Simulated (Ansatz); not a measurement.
**CH3AlClN: a spread of methods and bases**

How do the results and run time of CH3AlClN respond when the settings are drawn wide?

Program: Ansatz 0.2.0, Gaussian basis. Level of theory: the settings change from run to run. These are calculated values, not measurements.

## (1) The relaxed structure

The structure was relaxed beforehand with PBE0-D4 in a triple-zeta def2 set.

SMILES `[Cl][Al]1[CH2][NH]1`, 7 atoms, charge 0, spin multiplicity 1.

Atoms are counted from 1 here; the program's logs count them from 0.

Bond lengths: Cl1–Al2 2.073 Å, Al2–C3 1.902 Å, Al2–N4 1.710 Å, C3–N4 1.523 Å, C3–H5 1.092 Å, C3–H6 1.092 Å, N4–H7 1.005 Å. Angles: Cl1–Al2–C3 164.5°, Cl1–Al2–N4 146.0°, C3–Al2–N4 49.5°, Al2–C3–N4 58.6°, Al2–C3–H5 122.9°, Al2–C3–H6 122.8°, N4–C3–H5 115.2°, N4–C3–H6 115.2°, H5–C3–H6 110.8°, Al2–N4–C3 71.8°, Al2–N4–H7 167.6°, C3–N4–H7 120.6°.

Coordinates:

```xyz
7
CH3AlClN
Cl   -1.46008   -2.79625    0.64227
Al   -0.51101   -0.99238    0.26405
C     0.35220    0.69477    0.42901
N     0.09222    0.06782   -0.93387
H     1.40497    0.79778    0.70109
H    -0.19129    1.62128    0.62682
H     0.37419    0.53897   -1.77508
```

## (2) revPBE0/def2-mTZVP

This run has multiplicity 3, density fitting with cc-pVTZ-jkfit, a grid of angular degree 11.

Input file in.yaml:

```yaml
crystal:
  periodic: [false, false, false]
  atoms:
    - {symbol: Cl, position_ang: [-1.460075, -2.796248, 0.642267]}
    - {symbol: Al, position_ang: [-0.511009, -0.992382, 0.264055]}
    - {symbol: C, position_ang: [0.352203, 0.694769, 0.429011]}
    - {symbol: N, position_ang: [0.092218, 0.067820, -0.933869]}
    - {symbol: H, position_ang: [1.404966, 0.797784, 0.701094]}
    - {symbol: H, position_ang: [-0.191291, 1.621282, 0.626825]}
    - {symbol: H, position_ang: [0.374188, 0.538975, -1.775084]}
basis:
  gaussian: {orbitals: def2-mTZVP, fitting: {mean_field: cc-pVTZ-jkfit}, final_grid: {core_spheres: 5, valence_spheres: 4, degree: 11}}
magnetization: {spin_polarized: true, initial_magnetization: 2}
hamiltonian: {xc: {name: revPBE0}}
output: {forces: true}
```

Run with:

```bash
$ ansatz run in.yaml --threads 2 --pin off --events-out ev --progress --plain --max-ram 4352MiB
```

What it wrote (excerpt; [...] marks lines left out):

```text
Functional definition: revPBE0
  name "revPBE0"
  cite "Zhang & Yang, Phys. Rev. Lett. 80, 890 (1998) doi:10.1103/PhysRevLett.80.890"
  cite "Adamo & Barone, J. Chem. Phys. 110, 6158 (1999) doi:10.1063/1.478522"
  cite "Perdew, Burke & Ernzerhof, Phys. Rev. Lett. 77, 3865 (1996) doi:10.1103/PhysRevLett.77.3865"
[...]
490 factors; integrals over basis functions are off by at most 2.7e-1 eV
[...]
mean field -21688.68478086 eV, -797.0444645779 hartree, gradient 1.7e-6 eV, S^2 2.007512; 4 other end points of the search recorded, 0 dependent functions left out
[...]
reference -21688.68481638 eV, -797.0444658833 hartree; 24, 22 occupied and 67, 69 virtual orbitals, 490 factors
Total energy: -21688.68481638 eV, -797.0444658833 hartree
Atom 0 at    -1.460075    -2.796248     0.642267 Å, force    -0.773057    -1.508813    -0.131441 eV/Å
Atom 1 at    -0.511009    -0.992382     0.264055 Å, force    -2.216900    -4.242941     0.593660 eV/Å
Atom 2 at     0.352203     0.694769     0.429011 Å, force     3.083302     5.585859    -4.303547 eV/Å
Atom 3 at     0.092218     0.067820    -0.933869 Å, force     0.372945     0.969883     2.737538 eV/Å
Atom 4 at     1.404966     0.797784     0.701094 Å, force     0.004868    -0.673572     0.555283 eV/Å
Atom 5 at    -0.191291     1.621282     0.626825 Å, force    -0.591081    -0.365258     0.527064 eV/Å
Atom 6 at     0.374188     0.538975    -1.775084 Å, force     0.119923     0.234843     0.021442 eV/Å
Dipole moment:     0.450930     0.853352    -0.229266 e Å
```

Run time: 1.4 s. Hardware: 2 threads of AMD EPYC 9R45, shared host.

Largest force 7.696 eV/Å, dipole 4.76 D, ⟨S²⟩ 2.008.

## (3) r2SCAN0/cc-pVDZ

This run has unrestricted orbitals, D3(BJ) with three-body dispersion, relativity set to none.

Changes to in.yaml since step 2:

```diff
@@ -11,5 +11,4 @@
 basis:
-  gaussian: {orbitals: def2-mTZVP, fitting: {mean_field: cc-pVTZ-jkfit}, final_grid: {core_spheres: 5, valence_spheres: 4, degree: 11}}
-magnetization: {spin_polarized: true, initial_magnetization: 2}
-hamiltonian: {xc: {name: revPBE0}}
-output: {forces: true}
+  gaussian: {orbitals: cc-pVDZ}
+magnetization: {spin_polarized: true, initial_magnetization: 0}
+hamiltonian: {xc: {name: r2SCAN0}, dispersion: d3bjatm, pseudopotentials: {relativity: none}}
```

Same command.

What it wrote (excerpt; [...] marks lines left out):

```text
Functional definition: r2SCAN0
  name "r2SCAN0"
  cite "Bursch, Neugebauer, Ehlert & Grimme, J. Chem. Phys. 156, 134105 (2022) doi:10.1063/5.0086040"
  cite "Furness, Kaplan, Ning, Perdew & Sun, J. Phys. Chem. Lett. 11, 8208 (2020) doi:10.1021/acs.jpclett.0c02405"
  cite "Furness, Kaplan, Ning, Perdew & Sun, J. Phys. Chem. Lett. 11, 9248 (2020) doi:10.1021/acs.jpclett.0c03077"
  parent r2scan
[...]
774 factors; integrals over basis functions are off by at most 1.2e-3 eV
[...]
mean field -21692.52505688 eV, -797.1855921186 hartree, gradient 1.0e-5 eV, S^2 0.000000; 0 other end points of the search recorded, 0 dependent functions left out
reference -21692.52506774 eV, -797.1855925178 hartree; 23, 23 occupied and 56, 56 virtual orbitals, 774 factors
Total energy: -21692.56767464 eV, -797.1871582926 hartree
```

Wall time 1.6 s (2 threads of AMD EPYC 9R45, shared host); peak memory 0.25 GiB.

⟨S²⟩ 0.000.

## (4) wB97/x2c-TZVPPall

This run has high accuracy.

Changes to in.yaml since step 3:

```diff
@@ -11,4 +11,4 @@
 basis:
-  gaussian: {orbitals: cc-pVDZ}
-magnetization: {spin_polarized: true, initial_magnetization: 0}
-hamiltonian: {xc: {name: r2SCAN0}, dispersion: d3bjatm, pseudopotentials: {relativity: none}}
+  gaussian: {orbitals: x2c-TZVPPall}
+hamiltonian: {xc: {name: wB97}}
+accuracy: high
```

Launched as before.

What it wrote (excerpt; [...] marks lines left out):

```text
Functional definition: wB97
  name "wB97"
  cite "Chai & Head-Gordon, J. Chem. Phys. 128, 084106 (2008) doi:10.1063/1.2834918"
  cite "Becke, J. Chem. Phys. 107, 8554 (1997) doi:10.1063/1.475007"
[...]
  # The coefficients of nought are those of the uniform gas.
[...]
      + integral(e_c_pw_opposite_spin*poly(b97_u_opposite, 1, cos1, cos2, cos3, cos4))
3096 factors; integrals over basis functions are off by at most 1.1e-8 eV
636 factors; integrals over basis functions are off by at most 1.9e-9 eV
[...]
mean field -21749.04837139 eV, -799.2627856140 hartree, gradient 3.4e-8 eV, S^2 0.000000; 0 other end points of the search recorded, 0 dependent functions left out
reference -21749.04837036 eV, -799.2627855763 hartree; 23, 23 occupied and 165, 165 virtual orbitals, 3096 factors
Total energy: -21749.04837036 eV, -799.2627855763 hartree
Relativity: scalar
```

Wall time 10 s (2 threads of AMD EPYC 9R45, shared host); peak memory 1.1 GiB.

## (5) RPBE/cc-pVDZ

Options: D4 dispersion.

Changes to in.yaml since step 4:

```diff
@@ -11,4 +11,4 @@
 basis:
-  gaussian: {orbitals: x2c-TZVPPall}
-hamiltonian: {xc: {name: wB97}}
-accuracy: high
+  gaussian: {orbitals: cc-pVDZ}
+hamiltonian: {xc: {name: RPBE}, dispersion: d4}
+output: {forces: true}
```

Same command.

What it wrote (excerpt; [...] marks lines left out):

```text
Functional definition: RPBE
  name "RPBE"
  cite "Hammer, Hansen & Nørskov, Phys. Rev. B 59, 7413 (1999) doi:10.1103/PhysRevB.59.7413"
  cite "Perdew, Burke & Ernzerhof, Phys. Rev. Lett. 77, 3865 (1996) doi:10.1103/PhysRevLett.77.3865"
[...]
1069 factors; their error is unknown
[...]
mean field -21694.18345865 eV, -797.2465372597 hartree, gradient 3.7e-5 eV, S^2 0.000000; 0 other end points of the search recorded, 0 dependent functions left out
[...]
reference -21694.18349660 eV, -797.2465386543 hartree; 23, 23 occupied and 56, 56 virtual orbitals, 1069 factors
Total energy: -21694.65584077 eV, -797.2638969824 hartree
Atom 0 at    -1.460075    -2.796248     0.642267 Å, force    -0.450854    -0.861214     0.134282 eV/Å
Atom 1 at    -0.511009    -0.992382     0.264055 Å, force    -0.295573    -0.508297     0.720897 eV/Å
Atom 2 at     0.352203     0.694769     0.429011 Å, force     0.113678     0.226137     0.070628 eV/Å
Atom 3 at     0.092218     0.067820    -0.933869 Å, force     0.122222     0.180092    -0.630823 eV/Å
Atom 4 at     1.404966     0.797784     0.701094 Å, force     0.610224     0.056881     0.189250 eV/Å
Atom 5 at    -0.191291     1.621282     0.626825 Å, force    -0.319394     0.537273     0.145538 eV/Å
Atom 6 at     0.374188     0.538975    -1.775084 Å, force     0.219697     0.369129    -0.629772 eV/Å
Dipole moment:     0.056494     0.103866    -0.064613 e Å
```

It took 0.5 s on 2 threads of AMD EPYC 9R45, shared host.

Largest force 0.981 eV/Å, dipole 0.65 D.

## (6) BHLYP/cc-pVTZ-DK

This run has D3(BJ) dispersion.

Changes to in.yaml since step 5:

```diff
@@ -11,4 +11,4 @@
 basis:
-  gaussian: {orbitals: cc-pVDZ}
-hamiltonian: {xc: {name: RPBE}, dispersion: d4}
+  gaussian: {orbitals: cc-pVTZ-DK}
+hamiltonian: {xc: {name: BHLYP}, dispersion: d3bj}
 output: {forces: true}
```

Same command.

What it wrote (excerpt; [...] marks lines left out):

```text
Functional definition: BHLYP
  name "BHLYP"
  cite "Becke, J. Chem. Phys. 98, 1372 (1993) doi:10.1063/1.464304"
  cite "Becke, Phys. Rev. A 38, 3098 (1988) doi:10.1103/PhysRevA.38.3098"
  cite "Lee, Yang & Parr, Phys. Rev. B 37, 785 (1988) doi:10.1103/PhysRevB.37.785"
[...]
1233 factors; their error is unknown
[...]
mean field -21748.02484289 eV, -799.2251716355 hartree, gradient 5.6e-5 eV, S^2 0.000000; 0 other end points of the search recorded, 0 dependent functions left out
[...]
reference -21748.02501145 eV, -799.2251778298 hartree; 23, 23 occupied and 147, 147 virtual orbitals, 1233 factors
Total energy: -21748.22762542 eV, -799.2326237561 hartree
Relativity: scalar
Atom 0 at    -1.460075    -2.796248     0.642267 Å, force     0.014626     0.028220     0.000538 eV/Å
Atom 1 at    -0.511009    -0.992382     0.264055 Å, force     0.084022     0.151785    -0.112982 eV/Å
Atom 2 at     0.352203     0.694769     0.429011 Å, force     0.091989     0.190653     0.139977 eV/Å
Atom 3 at     0.092218     0.067820    -0.933869 Å, force     0.088175     0.155465    -0.186816 eV/Å
Atom 4 at     1.404966     0.797784     0.701094 Å, force    -0.350486    -0.018407    -0.106807 eV/Å
Atom 5 at    -0.191291     1.621282     0.626825 Å, force     0.195310    -0.299109    -0.081945 eV/Å
Atom 6 at     0.374188     0.538975    -1.775084 Å, force    -0.123636    -0.208606     0.348036 eV/Å
Dipole moment:     0.023207     0.045617     0.004197 e Å
```

Wall time 1.6 s (2 threads of AMD EPYC 9R45, shared host); peak memory 0.4 GiB.

Largest force 0.424 eV/Å, dipole 0.25 D.

## (7) wB97X/6-31G

Set apart from the defaults: multiplicity 3, density fitting with def2-universal-jkfit, high accuracy, the search for lower states set to full.

Changes to in.yaml since step 6:

```diff
@@ -11,4 +11,6 @@
 basis:
-  gaussian: {orbitals: cc-pVTZ-DK}
-hamiltonian: {xc: {name: BHLYP}, dispersion: d3bj}
-output: {forces: true}
+  gaussian: {orbitals: 6-31G, fitting: {mean_field: def2-universal-jkfit}}
+magnetization: {spin_polarized: true, initial_magnetization: 2}
+hamiltonian: {xc: {name: wB97X}}
+accuracy: high
+scf: {lower_state_search: full}
```

Same command.

What it wrote (excerpt; [...] marks lines left out):

```text
Functional definition: wB97X
  name "wB97X"
  cite "Chai & Head-Gordon, J. Chem. Phys. 128, 084106 (2008) doi:10.1063/1.2834918"
  cite "Becke, J. Chem. Phys. 107, 8554 (1997) doi:10.1063/1.475007"
[...]
  # The coefficients of nought are those of the uniform gas.
[...]
      + exact_x_lr(omega)
[...]
      + integral(e_c_pw_opposite_spin*poly(b97_u_opposite, 1, cos1, cos2, cos3, cos4))
462 factors; integrals over basis functions are off by at most 3.8e-2 eV
462 factors; integrals over basis functions are off by at most 7.6e-8 eV
[...]
mean field -21687.92939094 eV, -797.0167045103 hartree, gradient 3.7e-8 eV, S^2 2.006159; 13 other end points of the search recorded, 0 dependent functions left out
reference -21687.92938960 eV, -797.0167044611 hartree; 24, 22 occupied and 26, 28 virtual orbitals, 462 factors
Total energy: -21687.92938960 eV, -797.0167044611 hartree
```

Wall time 36 s (2 threads of AMD EPYC 9R45, shared host); peak memory 0.64 GiB.

⟨S²⟩ 2.006.

## (8) B2GP-PLYP/6-31++G**

This run has charge +1, multiplicity 2, atoms shaken by 0.15 Å, a grid of angular degree 11, the search for lower states set to full.

Input file in.yaml:

```yaml
crystal:
  periodic: [false, false, false]
  atoms:
    - {symbol: Cl, position_ang: [-1.539379, -2.786393, 0.622346]}
    - {symbol: Al, position_ang: [-0.725634, -0.934901, 0.204386]}
    - {symbol: C, position_ang: [0.332308, 0.693041, 0.474097]}
    - {symbol: N, position_ang: [0.174054, 0.102882, -1.026846]}
    - {symbol: H, position_ang: [1.422606, 0.800713, 0.535405]}
    - {symbol: H, position_ang: [-0.215584, 1.426532, 0.850444]}
    - {symbol: H, position_ang: [0.563109, 0.536882, -1.670282]}
basis:
  gaussian: {orbitals: "6-31++G**", final_grid: {core_spheres: 5, valence_spheres: 4, degree: 11}}
total_charge: 1
magnetization: {spin_polarized: true, initial_magnetization: 1}
hamiltonian: {xc: {name: B2GP-PLYP}}
scf: {lower_state_search: full}
output: {forces: true}
```

The command is unchanged.

What it wrote (excerpt; [...] marks lines left out):

```text
Functional definition: B2GP-PLYP
  name "B2GP-PLYP"
  cite "Karton, Tarnopolsky, Lamère, Schatz & Martin, J. Phys. Chem. A 112, 12868 (2008) doi:10.1021/jp801805p"
  cite "Becke, Phys. Rev. A 38, 3098 (1988) doi:10.1103/PhysRevA.38.3098"
  cite "Lee, Yang & Parr, Phys. Rev. B 37, 785 (1988) doi:10.1103/PhysRevB.37.785"
[...]
890 factors; integrals over basis functions are off by at most 7.8e-4 eV
[...]
mean field -21667.24642818 eV, -796.2566196485 hartree, gradient 6.4e-6 eV, S^2 0.761270; 5 other end points of the search recorded, 0 dependent functions left out
12 core orbitals not correlated: weight in the atoms' cores, before any rotation towards them, 1.000 or more for the frozen orbitals, at most 0.000 for the correlated occupied ones
reference -21667.24659581 eV, -796.2566258089 hartree; 11, 10 occupied and 79, 80 virtual orbitals, 890 factors
second order -14.34802322 eV of doubles, -0.00000000 eV of singles
[...]
Total energy: -21672.41188417 eV, -796.4464466549 hartree
Atom 0 at    -1.539379    -2.786393     0.622346 Å, force     0.166304     0.867622    -0.318274 eV/Å
Atom 1 at    -0.725634    -0.934901     0.204386 Å, force     0.536287    -1.130328     0.731131 eV/Å
Atom 2 at     0.332308     0.693041     0.474097 Å, force     3.091133    -5.607522    -3.606556 eV/Å
Atom 3 at     0.174054     0.102882    -1.026846 Å, force    -6.302510    -3.394740     9.887876 eV/Å
Atom 4 at     1.422606     0.800713     0.535405 Å, force    -0.430568     0.272609     0.529229 eV/Å
Atom 5 at    -0.215584     1.426532     0.850444 Å, force    -2.640582     3.940668     1.044336 eV/Å
Atom 6 at     0.563109     0.536882    -1.670282 Å, force     5.579936     5.051692    -8.267742 eV/Å
Dipole moment:     0.361045     1.025829    -0.330612 e Å
```

It took 4.4 s on 2 threads of AMD EPYC 9R45, shared host; peak memory 0.35 GiB.

Largest force 12.207 eV/Å, ⟨S²⟩ 0.761.

## (9) PBE/def2-TZVP

Input file in.yaml:

```yaml
crystal:
  periodic: [false, false, false]
  atoms:
    - {symbol: Cl, position_ang: [-1.460075, -2.796248, 0.642267]}
    - {symbol: Al, position_ang: [-0.511009, -0.992382, 0.264055]}
    - {symbol: C, position_ang: [0.352203, 0.694769, 0.429011]}
    - {symbol: N, position_ang: [0.092218, 0.067820, -0.933869]}
    - {symbol: H, position_ang: [1.404966, 0.797784, 0.701094]}
    - {symbol: H, position_ang: [-0.191291, 1.621282, 0.626825]}
    - {symbol: H, position_ang: [0.374188, 0.538975, -1.775084]}
basis:
  gaussian: {orbitals: def2-TZVP}
hamiltonian: {xc: {name: PBE}}
output: {forces: true}
```

Launched as before.

What it wrote (excerpt; [...] marks lines left out):

```text
Functional definition: PBE
  name "PBE"
  cite "Perdew, Burke & Ernzerhof, Phys. Rev. Lett. 77, 3865 (1996) doi:10.1103/PhysRevLett.77.3865"
  parent pbe
[...]
982 factors; their error is unknown
[...]
mean field -21685.72689314 eV, -796.9357642091 hartree, gradient 2.7e-5 eV, S^2 0.000000; 0 other end points of the search recorded, 0 dependent functions left out
[...]
reference -21685.72693338 eV, -796.9357656881 hartree; 23, 23 occupied and 131, 131 virtual orbitals, 982 factors
Total energy: -21685.72693338 eV, -796.9357656881 hartree
Atom 0 at    -1.460075    -2.796248     0.642267 Å, force    -0.136111    -0.259745     0.044558 eV/Å
Atom 1 at    -0.511009    -0.992382     0.264055 Å, force    -0.136708    -0.244049     0.237766 eV/Å
Atom 2 at     0.352203     0.694769     0.429011 Å, force     0.068860     0.147371     0.158546 eV/Å
Atom 3 at     0.092218     0.067820    -0.933869 Å, force    -0.040645    -0.099668    -0.238017 eV/Å
Atom 4 at     1.404966     0.797784     0.701094 Å, force     0.246444     0.029666     0.086713 eV/Å
Atom 5 at    -0.191291     1.621282     0.626825 Å, force    -0.124170     0.221648     0.069016 eV/Å
Atom 6 at     0.374188     0.538975    -1.775084 Å, force     0.122330     0.204779    -0.358582 eV/Å
Dipole moment:     0.036630     0.068156    -0.034019 e Å
```

Run time: 0.8 s. Hardware: 2 threads of AMD EPYC 9R45, shared host.

Largest force 0.431 eV/Å, dipole 0.41 D.

## (10) PBE/def2-TZVP

Options: multiplicity 3, restricted open-shell orbitals, D4 dispersion.

Changes to in.yaml since step 9:

```diff
@@ -12,3 +12,4 @@
   gaussian: {orbitals: def2-TZVP}
-hamiltonian: {xc: {name: PBE}}
+magnetization: {spin_polarized: false, initial_magnetization: 2}
+hamiltonian: {xc: {name: PBE}, dispersion: d4}
 output: {forces: true}
```

Launched as before.

What it wrote (excerpt; [...] marks lines left out):

```text
Functional definition: PBE
  name "PBE"
  cite "Perdew, Burke & Ernzerhof, Phys. Rev. Lett. 77, 3865 (1996) doi:10.1103/PhysRevLett.77.3865"
  parent pbe
[...]
982 factors; their error is unknown
[...]
mean field -21681.93025894 eV, -796.7962404758 hartree, gradient 1.2e-6 eV, S^2 2.000000; 16 other end points of the search recorded, 0 dependent functions left out
[...]
reference -21681.93030056 eV, -796.7962420055 hartree; 24, 22 occupied and 130, 132 virtual orbitals, 982 factors
Total energy: -21682.06298038 eV, -796.8011178988 hartree
Atom 0 at    -1.460075    -2.796248     0.642267 Å, force    -0.779879    -1.619209     0.097750 eV/Å
Atom 1 at    -0.511009    -0.992382     0.264055 Å, force    -1.508415    -3.434977     1.775794 eV/Å
Atom 2 at     0.352203     0.694769     0.429011 Å, force     0.366324     3.035488    -2.517226 eV/Å
Atom 3 at     0.092218     0.067820    -0.933869 Å, force     2.287330     1.523442     0.866847 eV/Å
Atom 4 at     1.404966     0.797784     0.701094 Å, force     0.307143    -0.983126     0.727292 eV/Å
Atom 5 at    -0.191291     1.621282     0.626825 Å, force     0.211770     0.533940    -0.407201 eV/Å
Atom 6 at     0.374188     0.538975    -1.775084 Å, force    -0.884271     0.944443    -0.543257 eV/Å
Dipole moment:     0.419931     0.699273    -0.300973 e Å
```

Wall time 9 s (2 threads of AMD EPYC 9R45, shared host); peak memory 0.37 GiB.

Largest force 4.151 eV/Å, dipole 4.18 D.

## (11) All runs side by side

| level | charge | multiplicity | geometry | functions | energy (eV) | time |
| --- | --- | --- | --- | --- | --- | --- |
| revPBE0/def2-mTZVP | 0 | 3 | relaxed | 91 | -21688.685 | 1.4 s |
| r2SCAN0/cc-pVDZ | 0 | 1 | relaxed | 79 | -21692.568 | 1.6 s |
| wB97/x2c-TZVPPall | 0 | 1 | relaxed | 188 | -21749.048 | 10 s |
| RPBE/cc-pVDZ | 0 | 1 | relaxed | 79 | -21694.656 | 0.5 s |
| BHLYP/cc-pVTZ-DK | 0 | 1 | relaxed | 170 | -21748.228 | 1.6 s |
| wB97X/6-31G | 0 | 3 | relaxed | 50 | -21687.929 | 36 s |
| B2GP-PLYP/6-31++G** | 1 | 2 | shaken | 102 | -21672.412 | 4.4 s |
| PBE/def2-TZVP | 0 | 1 | relaxed | 154 | -21685.727 | 0.8 s |
| PBE/def2-TZVP | 0 | 3 | relaxed | 154 | -21682.063 | 9 s |

## (12) What came out

| quantity | value |
| --- | --- |
| runs | 9 |
| quickest | RPBE/cc-pVDZ, 0.5 s |
| slowest | wB97X/6-31G, 36 s |
| spread of total energies, same state and geometry | 63.3 eV |
| dipole, same state and geometry | 0.25 to 0.65 D |

Run time spans a factor of 71, from RPBE/cc-pVDZ to wB97X/6-31G. The jobs differ in tasks and options as well as level. The totals spread over 63 eV; they can't be compared across methods or bases. Some of these runs are scalar-relativistic and others not, which shifts the totals of all-electron atoms past neon by eV; core potentials, where a basis has them, take the core out of the total altogether. At the PBE0-D4/def2-TZVP geometry and in the same state, runs without warnings or point charges leave forces up to 0.98 eV/Å (RPBE/cc-pVDZ).
